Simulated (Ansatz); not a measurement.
# C₂H₅Te+ (SMILES C[CH+][TeH]): a rigid scan of the bond length C2–Te3

The task here is to estimate one member of a computed series from the others.

Computed with Ansatz 0.2.0, Gaussian basis. Level: single points in def2-TZVPP.

Levels: PBE-D4, r2SCAN-D4, PBE0-D4, B3LYP-D4, wB97M-V, Hartree-Fock, MP2, CCSD, CCSD(T). The scan takes 1.774, 1.813, 1.871, 1.939, 2.014, 2.095, 2.180, 2.271, 2.365 Å.

Cores are frozen in the correlated methods. Filled d shells of the heavier atoms are correlated. Core potentials replace the inner electrons past krypton, and spin-orbit coupling is left out. B3LYP uses VWN-RPA correlation.

79 further runs of the same task are left out: 1 that didn't finish, 78 set aside as unsound or not needed.

**Starting geometry**

The minimum, relaxed at PBE0-D4: SMILES `C[CH+][TeH]`, 8 atoms, charge 1, spin multiplicity 1.

Atoms are counted from 1 here; the program's logs count them from 0.

Bond lengths: C1–C2 1.455 Å, C1–H4 1.101 Å, C1–H5 1.101 Å, C1–H6 1.088 Å, C2–Te3 1.971 Å, C2–H7 1.088 Å, Te3–H8 1.661 Å. Angles: C2–C1–H4 108.5°, C2–C1–H5 108.5°, C2–C1–H6 115.4°, H4–C1–H5 104.0°, H4–C1–H6 110.0°, H5–C1–H6 110.0°, C1–C2–Te3 125.2°, C1–C2–H7 118.0°, Te3–C2–H7 116.7°, C2–Te3–H8 93.4°.

Geometry (Å):

```xyz
8
C2H5Te
C    -0.0856    1.0864   -0.2432
C    -0.1588   -0.3447    0.0080
Te    1.2957   -1.4427    0.7581
H    -0.9074    1.5779    0.2997
H    -0.3213    1.2674   -1.3029
H     0.8622    1.5566    0.0126
H    -1.0866   -0.8596   -0.2334
H     0.4018   -2.8413    0.7010
```

Energies of the minimum (eV), from earlier single points: PBE-D4 -9438.20269, r2SCAN-D4 -9442.73512, PBE0-D4 -9438.85230, B3LYP-D4 -9444.01291, wB97M-V -9438.92906, CCSD(T) -9420.65193.

At the minimum the bond length C2–Te3 is 1.971 Å.

Set-up of the first run:

File pbe-tzvpp/in.yaml:

```yaml
crystal:
  periodic: [false, false, false]
  atoms:
    - {symbol: C, position_ang: [-0.085551, 1.086370, -0.243168]}
    - {symbol: C, position_ang: [-0.158805, -0.344689, 0.008044]}
    - {symbol: Te, position_ang: [1.150507, -1.333056, 0.683254]}
    - {symbol: H, position_ang: [-0.907383, 1.577904, 0.299715]}
    - {symbol: H, position_ang: [-0.321334, 1.267419, -1.302940]}
    - {symbol: H, position_ang: [0.862154, 1.556554, 0.012615]}
    - {symbol: H, position_ang: [-1.086560, -0.859594, -0.233384]}
    - {symbol: H, position_ang: [0.256583, -2.731692, 0.626105]}
basis:
  gaussian: {orbitals: def2-TZVPP}
total_charge: 1
hamiltonian: {xc: pbe, dispersion: d4}
output: {forces: true}
```

r2scan-tzvpp/in.yaml, as changes to pbe-tzvpp/in.yaml:

```diff
-hamiltonian: {xc: pbe, dispersion: d4}
+hamiltonian: {xc: r2scan, dispersion: d4}
```

pbe0-tzvpp/in.yaml:

```diff
-hamiltonian: {xc: pbe, dispersion: d4}
-output: {forces: true}
+hamiltonian: {xc: pbe0, dispersion: d4}
+output: {forces: true, orbitals: {seedname: orbitals}}
```

b3lyp-tzvpp/in.yaml:

```diff
-hamiltonian: {xc: pbe, dispersion: d4}
+hamiltonian: {xc: {name: B3LYP}, dispersion: d4}
```

wb97mv-tzvpp/in.yaml:

```diff
-hamiltonian: {xc: pbe, dispersion: d4}
-output: {forces: true}
+hamiltonian: {xc: {name: wB97M-V}}
```

ccsdt-tzvpp/in.yaml:

```diff
-hamiltonian: {xc: pbe, dispersion: d4}
-output: {forces: true}
+correlation: {method: ccsd_t}
```

Each run has its own folder and the same command.

Launch:

```sh
$ ansatz run in.yaml --threads 2 --pin off --events-out ev --progress --plain --max-ram 4352MiB
```

Among the steps run: C2–Te3 = 1.774 Å; C2–Te3 = 1.813 Å; C2–Te3 = 1.871 Å; C2–Te3 = 1.939 Å; C2–Te3 = 2.014 Å; C2–Te3 = 2.095 Å; C2–Te3 = 2.180 Å; C2–Te3 = 2.271 Å; C2–Te3 = 2.365 Å.

One of the session's tables, all rows but one given; the rest of the session is left out.

It belongs to the step «The curves». Energies less that of the minimum at the same level (kJ/mol):

| bond length (Å) | PBE-D4 | PBE0-D4 | B3LYP-D4 | wB97M-V | Hartree-Fock |
| --- | --- | --- | --- | --- | --- |
| 1.774 | 70.9 | 61.8 | 68.9 | 58.6 | 67.1 |
| 1.813 | 44.6 | 37.2 | 42.9 | 34.6 | 41.2 |
| 1.871 | 18.3 | 13.5 | 17.1 | 11.8 | 15.8 |
| 1.939 | 2.7 | 1.2 | 2.4 | 0.7 | 1.9 |
| 1.971 (minimum) | 0.0 | 0.0 | 0.0 | 0.0 | 0.0 |
| 2.014 | 0.0 | 2.0 | 0.5 | 2.8 | 1.2 |
| 2.095 | ? | ? | ? | ? | ? |
| 2.180 | 27.3 | 37.3 | 30.0 | 40.6 | 32.4 |
| 2.271 | 53.5 | 67.6 | 57.3 | 71.8 | 59.4 |
| 2.365 | 84.6 | 102.7 | 89.4 | 107.3 | 90.1 |

Estimate the missing values for bond length (Å) = 2.095.

Worked estimate for «PBE-D4». A straight line through the neighbours (2.014, 0.0) and (2.180, 27.3) gives 0.0 + (27.3 − 0.0) × (2.095 − 2.014) / (2.180 − 2.014) = 13.3; a parabola fitted to 4 rows on both sides gives 9.1.

**Answer.** PBE-D4: 8.9; PBE0-D4: 14.9; B3LYP-D4: 10.5; wB97M-V: 16.9; Hartree-Fock: 12.2. In «PBE-D4» the line misses by +4.4 and the parabola by +0.2.
